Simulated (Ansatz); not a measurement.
# CHBrCl2: a ladder of functionals and wavefunction methods

Aim: compute CHBrCl2 with functionals from several rungs and with coupled cluster. The yardstick is the atomisation energy at the CCSD(T) limit.

Program: Ansatz 0.2.0, Gaussian basis. Level of theory: functionals in def2-TZVPP, the program's frozen cores in correlated methods. These are calculated values, not measurements.

Levels to be run: LDA (SPW92), PBE-D4, revPBE-D4, BLYP-D4, r2SCAN-D4, B97M-V, PBE0-D4, B3LYP-D4, r2SCANh-D4, r2SCAN0-D4, HSE06-D4, BHLYP-D4, CAM-B3LYP-D4, LC-ωPBE, ωB97X-V, ωB97M-V, B2PLYP, PBE-QIDH; CCSD(T)/def2-SVP; CCSD(T)/def2-TZVPP; MP2/def2-QZVPP; extrapolation to the limit; RPA on PBE.

### 1 The geometry

An earlier PBE0-D4 in a triple-zeta def2 set relaxation fixed the geometry.

SMILES `ClC(Cl)Br`, 5 atoms, charge 0, spin multiplicity 1.

Atoms are counted from 1 here; the program's logs count them from 0.

Bond lengths: Cl1–C2 1.754 Å, C2–Cl3 1.754 Å, C2–Br4 1.934 Å, C2–H5 1.084 Å. Angles: Cl1–C2–Cl3 111.5°, Cl1–C2–Br4 111.2°, Cl1–C2–H5 108.1°, Cl3–C2–Br4 111.2°, Cl3–C2–H5 108.1°, Br4–C2–H5 106.3°.

### 2 LDA

This LDA is Slater exchange with PW92 correlation.

Input file in.yaml:

```yaml
crystal:
  periodic: [false, false, false]
  atoms:
    - {symbol: Cl, position_ang: [-0.535712, 0.139473, 1.640248]}
    - {symbol: C, position_ang: [0.089976, 0.071280, 0.003292]}
    - {symbol: Cl, position_ang: [1.224899, -1.250617, -0.197445]}
    - {symbol: Br, position_ang: [-1.343128, -0.032759, -1.291003]}
    - {symbol: H, position_ang: [0.613967, 0.998923, -0.196392]}
basis:
  gaussian: {orbitals: def2-TZVPP}
hamiltonian: {xc: lda}
output: {orbitals: {seedname: orbitals}}
```

Command:

```console
ansatz run in.yaml --threads 4 --pin off --events-out ev --progress --plain --max-ram 10444MiB
```

Further steps of the session: PBE-D4 (GGA); revPBE-D4 (GGA); BLYP-D4 (GGA); r2SCAN-D4 (meta-GGA); B97M-V (meta-GGA); PBE0-D4 (hybrid); B3LYP-D4 (hybrid); r2SCANh-D4 (hybrid); r2SCAN0-D4 (hybrid); HSE06-D4 (hybrid); BHLYP-D4 (hybrid); CAM-B3LYP-D4 (range-separated); LC-ωPBE (range-separated); ωB97X-V (range-separated); ωB97M-V (range-separated); B2PLYP (double hybrid); PBE-QIDH (double hybrid); CCSD(T) in def2-SVP; CCSD(T) in def2-TZVPP; MP2 in def2-QZVPP; RPA on PBE orbitals.

Before running them: what should the planned runs give, taken together? Wanted: atomisation energy, CCSD(T)/CBS; farthest beyond LDA; mean size of error, GGA; mean size of error, meta-GGA; mean size of error, hybrid; mean size of error, range-separated; mean size of error, double hybrid; gap, smallest and largest; T1 diagnostic.

**Answer**, as computed:

| quantity | value |
| --- | --- |
| atomisation energy, CCSD(T)/CBS | 14.477 eV |
| functionals within 0.145 eV (1.0 %) | r2SCAN-D4, B97M-V, r2SCANh-D4, ωB97X-V, ωB97M-V, PBE-QIDH |
| farthest beyond LDA | BHLYP-D4 (-1.024 eV) |
| mean size of error, GGA | 0.373 eV |
| mean size of error, meta-GGA | 0.062 eV |
| mean size of error, hybrid | 0.357 eV |
| mean size of error, range-separated | 0.187 eV |
| mean size of error, double hybrid | 0.221 eV |
| gap, smallest and largest | 4.75 eV (BLYP-D4), 12.41 eV (LC-ωPBE) |
| T1 diagnostic | 0.0085 |
| triples share of the correlation energy | 4.2 % |

**Reading.** The LDA atomisation energy is off by 3.136 eV (22 %): it overbinds. PBE-D4 misses by +0.724 eV. Double hybrids carry the basis error of their MP2 part in triple zeta, and no dispersion term here, so their miss is partly the set-up's. Taken by rung, meta-GGA functionals do best (0.062 eV on average) and GGA ones worst beyond LDA (0.373 eV). Misses under about 0.145 eV are within the doubt on the reference itself, which lacks core-valence correlation, relativity and higher excitations, and its outer-core shells are covered unevenly. All levels share the lack of spin-orbit coupling, which lowers the free heavy atoms and so the true binding. Hartree-Fock recovers 63 % of the binding; the rest is correlation. CCSD(T) in def2-SVP is off by -1.399 eV, so the small basis spoils what the method gains. The gap grows from 4.8 to 12.4 eV across the functionals, mostly with the share of exact exchange. Correlated methods include outer-core shells of Br, which these sets cover unevenly.
